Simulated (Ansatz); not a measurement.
# Ag (bcc type): the cost of one run

Program: Ansatz 0.2.0. Level of theory: DFT LDA, with the methods named in each step. These are calculated values, not measurements.

This is Ag in the bcc structure; at room conditions it is fcc.

## Step 1: Starting point

The structure is cubic, space group Im-3m (No. 229). The conventional cell has a = 3.182 Å, b = 3.182 Å, c = 3.182 Å, α = 90.00°, β = 90.00°, γ = 90.00°. Ag (site symmetry m-3m) is surrounded by 8 Ag at 2.76 Å.

Coordinates:

```cif
data_structure
_symmetry_space_group_name_H-M 'Im-3m'
_symmetry_Int_Tables_number 229
_cell_length_a 3.1821
_cell_length_b 3.1821
_cell_length_c 3.1821
_cell_angle_alpha 90.000
_cell_angle_beta 90.000
_cell_angle_gamma 90.000
_cell_volume 32.22
loop_
_atom_site_label
_atom_site_type_symbol
_atom_site_symmetry_multiplicity
_atom_site_Wyckoff_symbol
_atom_site_fract_x
_atom_site_fract_y
_atom_site_fract_z
_atom_site_occupancy
Ag1 Ag 2 a 0.00000 0.00000 0.00000 1
```

The file gives the conventional cell by its symmetry; the runs use the cell typed in the input.

Whether this phase is the stable one at these pressures isn't tested.

## Step 2: The reference volume, LAPW

Contents of input.yaml:

```yaml
crystal:
  lattice:
    - [-1.5910680314, 1.5910680314, 1.5910680314]
    - [1.5910680314, -1.5910680314, 1.5910680314]
    - [1.5910680314, 1.5910680314, -1.5910680314]
  atoms:
    - { symbol: Ag, position: [0.0, 0.0, 0.0] }
kpoints:
  mp_grid: { grid: [17, 17, 17] }
  band_path:
    path:
      - [0.0, 0.0, 0.0]
      - [0.5, -0.5, 0.5]
      - [0.0, 0.0, 0.5]
      - [0.0, 0.0, 0.0]
      - [0.25, 0.25, 0.25]
      - [0.5, -0.5, 0.5]
      - [0.25, 0.25, 0.25]
      - [0.0, 0.0, 0.5]
    npoints: 14
scf:
  occupations: { method: fermi_dirac, width: 0.1 }
hamiltonian:
  xc: lda
  pseudopotentials: { kind: all_electron, lapw: { basis_error: 0.001 } }
output:
  forces: true
  stress: true
  eigenvalues: true
  populations: true
  dos: { projected: true, de: 0.2, e_range: [-14, 8] }
```

On the command line:

```bash
ansatz run input.yaml --threads 1 --pin off --max-ram 2048MiB --backend cpu --events-out ev --progress --plain --runs-dir out
```

Q: Estimate wall time and peak memory on 1 thread of Arm Neoverse V1, shared host.

About 24 s, with a peak of 0.34 GiB.
